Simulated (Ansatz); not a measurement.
Task: a ladder of methods at one geometry of CH4S2Si, SMILES C1[SiH2]SS1, with the Python package of Ansatz (0.2.0). Give the script and its output. Settings (for the species named): PBE0, def2-SVP basis, multiplicity 1. The script varies functional: pbe0, lc_wpbe, hf, hse06.

```xyz
8

C    -0.4363    0.7352   -0.3455
Si    0.2066   -0.6154    0.7193
S     1.6093   -0.6823   -0.8563
S    -0.0303   -0.2152   -1.8661
H    -1.5490    0.9622   -0.2257
H     0.0566    1.7456   -0.2987
H     0.8185   -0.1601    2.0164
H    -0.5833   -1.8271    0.8009
```

Script `methods_ch4s2si.py`:
```python
# -*- coding: utf-8 -*-
"""CH4S2Si at several levels of theory."""

from pathlib import Path

import ansatz
import numpy as np

BASIS = "def2-SVP"

geometry_ang = [
    ("C", [-0.4363, 0.7352, -0.3455]),
    ("Si", [0.2066, -0.6154, 0.7193]),
    ("S", [1.6093, -0.6823, -0.8563]),
    ("S", [-0.0303, -0.2152, -1.8661]),
    ("H", [-1.549, 0.9622, -0.2257]),
    ("H", [0.0566, 1.7456, -0.2987]),
    ("H", [0.8185, -0.1601, 2.0164]),
    ("H", [-0.5833, -1.8271, 0.8009]),
]
geometry = ansatz.Crystal.molecule()
for symbol, xyz in geometry_ang:
    geometry = geometry.atom(symbol, xyz)

calc = geometry.calculation()
calc = calc.basis(gaussian=BASIS)
calc = calc.accuracy("medium")
calc = calc.scf(lower_state_search="off")

print("functional    E (Ha)        dipole (D)   HOMO (eV)  LUMO (eV)")
for name in ["pbe0", "lc_wpbe", "hf", "hse06"]:
    r = calc.functional(name).forces().orbitals().run(threads=1, backend="cpu", runs_dir="runs").report
    lines = Path(r["orbitals_path"]).read_text().splitlines()
    field_of = lambda key: [line.split("=")[1].strip() for line in lines if line.startswith(key)]
    orbitals = [(27.211386 * float(e), s, float(n)) for e, s, n in zip(field_of("Ene="), field_of("Spin="), field_of("Occup="))]
    homo = max(e for e, _, n in orbitals if n > 0.5)
    lumo = min(e for e, _, n in orbitals if n < 0.5)
    dipole = 4.803205 * np.linalg.norm(r["charge_distribution"]["dipole_moment_e_ang"])
    print(f"{name:10s} {r['free_energy_ev'] / 27.211386246:14.6f} {dipole:9.3f} {homo:11.3f} {lumo:10.3f}")
```

```console
$ python methods_ch4s2si.py
functional    E (Ha)        dipole (D)   HOMO (eV)  LUMO (eV)
pbe0         -1125.550860     2.483      -5.964     -0.704
lc_wpbe      -1125.645533     2.717      -8.621      1.618
hf           -1123.789403     2.888      -8.618      2.846
hse06        -1125.527335     2.472      -5.565     -1.086
```

Caveats:
- These settings explore the input space; basis and method may be short of convergence.
- The geometry is a force-field or estimated start, not a minimum of this method, and the basis set is short of its limit. A lower total doesn't mark the better method: functionals have no common bound, and MP2 and coupled cluster aren't variational.
- Levels such as HOMO and LUMO are orbital energies: with these approximate functionals they aren't the ionisation energy and electron affinity, and their gap isn't the fundamental gap.
- hse06 follows the composition of plane-wave codes, whose totals differ by tens of mHa, up to about 0.1 Ha, from the form usual in Gaussian-basis programs (wpbeh).
- Hardware and time: 9.3 s on 1 thread of Intel(R) Xeon(R) Platinum 8375C CPU @ 2.90GHz (Ice Lake) (shared host), peak memory 0.23 GiB.

(A comment or docstring line of the script was reworded after the run, the code is as it ran; lines on the test bed's own set-up are left out of the output.)
